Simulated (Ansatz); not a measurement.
# CH7NSi: the cost of one run

Program: Ansatz 0.2.0, Gaussian basis. Level of theory: PBE0-D4/def2-TZVP structures, single points in def2-TZVPP, no counterpoise correction. These are calculated values, not measurements.

Levels: SPW92, PBE-D4, BLYP-D4, r2SCAN-D4, B97M-V, PBE0-D4, B3LYP-D4, r2SCAN0-D4, BHLYP-D4, CAM-B3LYP-D4, wB97X-V, wB97M-V, B2PLYP, PBE-QIDH, RPA on PBE, Hartree-Fock, MP2, CCSD, CCSD(T).

Correlated methods freeze the cores. B3LYP uses VWN-RPA correlation. B2PLYP carries no dispersion term here.

113 further runs of the same task are left out: 113 set aside as unsound or not needed.

## (1) Starting geometry

The complex: 14 atoms, charge 0, spin multiplicity 1.

Atoms are counted from 1 here; the program's logs count them from 0.

Bond lengths: Si1–H3 1.484 Å, Si1–H4 1.491 Å, Si1–C5 1.856 Å, Si1–N7 1.763 Å, H2–H8 0.748 Å, C5–H10 1.093 Å, C5–H11 1.092 Å, C5–H12 1.093 Å, H6–F9 0.963 Å, N7–H13 1.013 Å, N7–H14 1.013 Å. Angles: H3–Si1–H4 108.4°, H3–Si1–C5 112.8°, H3–Si1–N7 105.1°, H4–Si1–C5 110.5°, H4–Si1–N7 111.6°, C5–Si1–N7 108.4°, Si1–C5–H10 110.6°, Si1–C5–H11 110.2°, Si1–C5–H12 111.1°, H10–C5–H11 108.8°, H10–C5–H12 107.8°, H11–C5–H12 108.3°, Si1–N7–H13 115.3°, Si1–N7–H14 114.8°, H13–N7–H14 107.9°.

Coordinates:

```mol
CH10FNSi
  3D, bonds by distance, orders not assigned

 14 11  0  0  0  0  0  0  0  0999 V2000
   -1.0955    0.0407   -0.5248 Si  0  0
    2.1418   -2.3704   -0.4362 H   0  0
   -0.9928   -1.4167   -0.7841 H   0  0
   -2.3915    0.5276   -1.0793 H   0  0
    0.3210    0.9997   -1.2443 C   0  0
    0.5271   -0.0890    1.6714 H   0  0
   -1.0405    0.2015    1.2300 N   0  0
    2.0874   -1.9292    0.1655 H   0  0
    1.4596   -0.2363    1.8625 F   0  0
    0.3516    0.8824   -2.3302 H   0  0
    1.2662    0.6480   -0.8258 H   0  0
    0.2243    2.0665   -1.0266 H   0  0
   -1.2358    1.1297    1.5859 H   0  0
   -1.6229   -0.4545    1.7357 H   0  0
  1  3  8  0
  1  4  8  0
  1  5  8  0
  1  7  8  0
  2  8  8  0
  5 10  8  0
  5 11  8  0
  5 12  8  0
  6  9  8  0
  7 13  8  0
  7 14  8  0
M  END
```

Its parts: CH7NSi holds atoms 1, 3, 4, 5, 7, 10, 11, 12, 13, 14; H2 holds atoms 2, 8; HF holds atoms 6, 9. Each part counts its atoms afresh in its own runs.

## (2) Relaxing CH7NSi alone

relax-a/in.yaml reads:

```yaml
crystal:
  periodic: [false, false, false]
  atoms:
    - {symbol: Si, position_ang: [-1.095529, 0.040749, -0.524800]}
    - {symbol: H, position_ang: [-0.992825, -1.416682, -0.784089]}
    - {symbol: H, position_ang: [-2.391485, 0.527624, -1.079349]}
    - {symbol: C, position_ang: [0.320956, 0.999678, -1.244294]}
    - {symbol: N, position_ang: [-1.040530, 0.201546, 1.229991]}
    - {symbol: H, position_ang: [0.351597, 0.882415, -2.330170]}
    - {symbol: H, position_ang: [1.266219, 0.648025, -0.825756]}
    - {symbol: H, position_ang: [0.224265, 2.066486, -1.026618]}
    - {symbol: H, position_ang: [-1.235797, 1.129676, 1.585900]}
    - {symbol: H, position_ang: [-1.622901, -0.454451, 1.735712]}
basis:
  gaussian: {orbitals: def2-TZVP}
hamiltonian: {xc: pbe0, dispersion: d4}
relax: {f_tol: 0.005, max_steps: 200}
```

Command:

```console
$ ansatz run in.yaml --threads 8 --pin off --events-out ev --progress --plain --max-ram 19148MiB
```

**Question.** How long does this run take on 8 threads of Arm Neoverse V2, shared host?

About 8.5 s.
